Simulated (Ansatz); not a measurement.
Crystal: La2FeSi3.

```xyz
6
Lattice="4.0428 0.0000 0.0000 -2.0214 3.5011 0.0000 0.0000 0.0000 8.7480" Properties=species:S:1:pos:R:3 pbc="T T T"
La    2.0214    1.1670    2.2492
La    2.0214    1.1670    6.4988
Fe    0.0000    0.0000    4.3740
Si    0.0000    2.3341    0.0000
Si    0.0000    2.3341    4.3740
Si    0.0000    0.0000    0.0000
```

The cell comes from a database or a generator and needn't be the stable form of this composition.

- Program: Ansatz 0.2.0
- Task: single point
- Functional: PBE
- Potentials or basis: Ansatz PAW
- Cutoff: 420 eV (not typed: the program's choice for these potentials)
- k mesh: 8 × 8 × 3
- Occupations: fermi-dirac, width 0.05 eV
- Spin: collinear spin, ferromagnetic start
- Starting moments: [0.0, 0.0, 3.0, 0.0, 0.0, 0.0] μB

On this cell: pressure 2.2 GPa; largest force 0.063 eV/Å; net moment 1.26 μB per cell; site moments La -0.00; Fe +1.16; Si +0.01, -0.02, +0.00 μB; band gap on the k mesh none (metal or under the smearing width).

The same run follows on a disturbed copy (atoms moved at random, drawn with an rms of 0.05 Å):

```
CELL_PARAMETERS angstrom
4.04277 0.00000 0.00000
-2.02139 3.50114 0.00000
0.00000 0.00000 8.74797
ATOMIC_POSITIONS crystal
La 0.66430 0.33830 0.25431
La 0.68071 0.34929 0.74420
Fe 0.99479 0.00231 0.49724
Si 0.34544 0.66913 0.99733
Si 0.32374 0.66954 0.49547
Si 0.01179 0.00861 0.00186
```

Task: What changes?

Result: The energy (extrapolated to zero smearing) moves by +3.3 meV/atom; pressure 2.4 GPa; largest force 0.330 eV/Å; net moment 1.45 μB per cell; site moments La +0.00; Fe +1.32; Si +0.01, -0.02 μB; band gap on the k mesh none (metal or under the smearing width).

Forces in eV/Å, atoms in the order of the input:
```
La   0.092 -0.007 -0.019
La  -0.094 -0.171 -0.097
Fe  -0.102  0.046  0.035
Si  -0.206  0.257 -0.028
Si   0.270  0.059  0.149
Si   0.040 -0.182 -0.039
```

Stress tensor (GPa, compression positive):
```
2.59 0.16 0.17
0.16 2.87 0.14
0.17 0.14 1.78
```
